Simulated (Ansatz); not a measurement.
**CH₅OSSi radical: up Jacob's ladder to CCSD(T)**

An exercise on one series of results from a longer session: the logs are not shown, and one member is left open.

Computed with Ansatz 0.2.0, Gaussian basis. Level: functionals in def2-TZVPP, the program's frozen cores in correlated methods.

Levels to be run: LDA (SPW92), PBE-D4, revPBE-D4, BLYP-D4, r2SCAN-D4, B97M-V, PBE0-D4, B3LYP-D4, r2SCANh-D4, r2SCAN0-D4, HSE06-D4, BHLYP-D4, CAM-B3LYP-D4, LC-ωPBE, ωB97X-V, ωB97M-V, B2PLYP, PBE-QIDH; CCSD(T)/def2-SVP; CCSD(T)/def2-TZVPP; MP2/def2-QZVPP; extrapolation to the limit; RPA on PBE.

**The geometry**

The geometry comes from an earlier relaxation with PBE0-D4 in a triple-zeta def2 set; it is a stationary point, not always the lowest conformer.

SMILES `CO[SiH2][S]`, 9 atoms, charge 0, spin multiplicity 2.

Atoms are counted from 1 here; the program's logs count them from 0.

Bond lengths: C1–O2 1.411 Å, C1–H5 1.091 Å, C1–H6 1.095 Å, C1–H7 1.096 Å, O2–Si3 1.633 Å, Si3–S4 2.116 Å, Si3–H8 1.479 Å, Si3–H9 1.492 Å. Angles: O2–C1–H5 108.1°, O2–C1–H6 111.2°, O2–C1–H7 111.3°, H5–C1–H6 108.9°, H5–C1–H7 108.6°, H6–C1–H7 108.8°, C1–O2–Si3 123.8°, O2–Si3–S4 115.5°, O2–Si3–H8 105.3°, O2–Si3–H9 111.4°, S4–Si3–H8 110.1°, S4–Si3–H9 102.2°, H8–Si3–H9 112.6°.

The first run:

Contents of in.yaml:

```yaml
crystal:
  periodic: [false, false, false]
  atoms:
    - {symbol: C, position_ang: [-0.871218, 0.978900, 0.439865]}
    - {symbol: O, position_ang: [0.373685, 0.725124, -0.174851]}
    - {symbol: Si, position_ang: [0.914812, -0.769912, -0.548545]}
    - {symbol: S, position_ang: [1.055141, -2.119085, 1.075629]}
    - {symbol: H, position_ang: [-0.965242, 2.056244, 0.580530]}
    - {symbol: H, position_ang: [-0.937769, 0.487623, 1.415746]}
    - {symbol: H, position_ang: [-1.701731, 0.633492, -0.185939]}
    - {symbol: H, position_ang: [2.248186, -0.563003, -1.154499]}
    - {symbol: H, position_ang: [-0.027362, -1.475685, -1.465239]}
basis:
  gaussian: {orbitals: def2-TZVPP}
magnetization: {spin_polarized: true, initial_magnetization: 1}
hamiltonian: {xc: lda}
output: {orbitals: {seedname: orbitals}}
```

On the command line:

```bash
ansatz run in.yaml --threads 4 --pin off --events-out ev --progress --plain --max-ram 10444MiB
```

Among the steps run: LDA; PBE-D4 (GGA); revPBE-D4 (GGA); BLYP-D4 (GGA); r2SCAN-D4 (meta-GGA); B97M-V (meta-GGA); B3LYP-D4 (hybrid); r2SCANh-D4 (hybrid); r2SCAN0-D4 (hybrid); HSE06-D4 (hybrid); BHLYP-D4 (hybrid); CAM-B3LYP-D4 (range-separated); LC-ωPBE (range-separated); ωB97X-V (range-separated); ωB97M-V (range-separated); B2PLYP (double hybrid); PBE-QIDH (double hybrid).

One of the session's tables, all rows but one given; the rest of the session is left out.

It belongs to the step «Orbital energies across the functionals». 

```
  functional  HOMO (eV)  LUMO (eV)  gap (eV)
 LDA (SPW92)      -6.33      -6.06      0.27
      PBE-D4      -6.26      -5.67      0.59
   revPBE-D4      -6.22      -5.56      0.65
     BLYP-D4      -6.10      -5.61      0.48
   r2SCAN-D4      -6.58      -5.33      1.24
      B97M-V      -6.66      -5.54      1.12
     PBE0-D4      -7.55      -4.56      2.99
    B3LYP-D4      -7.29      -4.92      2.36
  r2SCANh-D4      -7.05      -4.92      2.13
  r2SCAN0-D4      -7.75      -4.30      3.45
    HSE06-D4      -7.14      -4.95      2.19
    BHLYP-D4      -8.66      -3.41      5.25
CAM-B3LYP-D4      -8.90      -3.42      5.48
     LC-ωPBE     -10.36      -1.97      8.38
     ωB97X-V          ?          ?         ?
     ωB97M-V      -9.76      -2.57      7.19
```

Q: Estimate the row for ωB97X-V from the others.

**Answer.** HOMO (eV): -9.97; LUMO (eV): -2.46; gap (eV): 7.51. In the column «HOMO (eV)» it lies between LC-ωPBE (-10.36) and ωB97M-V (-9.76).
